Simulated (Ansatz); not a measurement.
Crystal: NaLaMnMoO6.

```
Na La Mn Mo O
1.0
     4.97775   -2.88146    0.02055
     4.97775    2.88146    0.02055
    -3.06086    0.00000    4.59785
Na La Mn Mo O
1 1 1 1 6
Cartesian
  8.3737 0.0000 2.3395
  5.0845 0.0000 3.6552
  1.8841 0.0000 0.9212
  1.9122 0.0000 4.6056
  1.1411 0.0000 2.8354
  3.0790 1.4392 4.0538
  3.6709 1.2699 0.7230
  3.6709 -1.2699 0.7230
  3.0790 -1.4392 4.0538
  6.0252 0.0000 1.6038
```

The cell was built by a generator and needn't be a form met in nature.

Base run:

```yaml
Program: Ansatz 0.2.0
Functional: PBE
Potentials_or_basis: SPMS NC
Cutoff: 1034 eV
Density_cutoff: 4136 eV
k_mesh: 6 × 6 × 6
Occupations: fermi-dirac, width 0.05 eV
Spin: collinear spin, ferromagnetic start
Starting_moments: "[0.0, 0.0, 4.0, 1.0, 0.0, 0.0, 0.0, 0.0, 0.0, 0.0] μB"
```

Its results: band gap on the k mesh 0.97 eV, indirect (least direct gap 1.05 eV); pressure 0.3 GPa; net moment 5.00 μB per cell; site moments Na +0.00; La +0.01; Mn +3.94; Mo +0.09; O +0.02, +0.03, +0.05 μB; largest force 0.092 eV/Å.

Task: The run is repeated on the same cell with these changes: potentials or basis from SPMS NC to PseudoDojo standard (PBE files); cutoff from 1034 eV to 1497 eV; density cutoff from 4136 eV to 5987 eV. What comes out?

Result: Band gap on the k mesh 0.97 eV, indirect (least direct gap 1.04 eV); pressure -0.2 GPa; net moment 5.00 μB per cell; site moments Na +0.00; La +0.01; Mn +3.94; Mo +0.09; O +0.02, +0.03, +0.04 μB; largest force 0.058 eV/Å.

Caveats: spin-orbit coupling is left out, which moves the levels of the heavy elements; a cell with one magnetic atom can't hold antiferromagnetic order, which such compounds often take.

A k mesh can miss the band edges.

Not every run made on this cell is shown here.
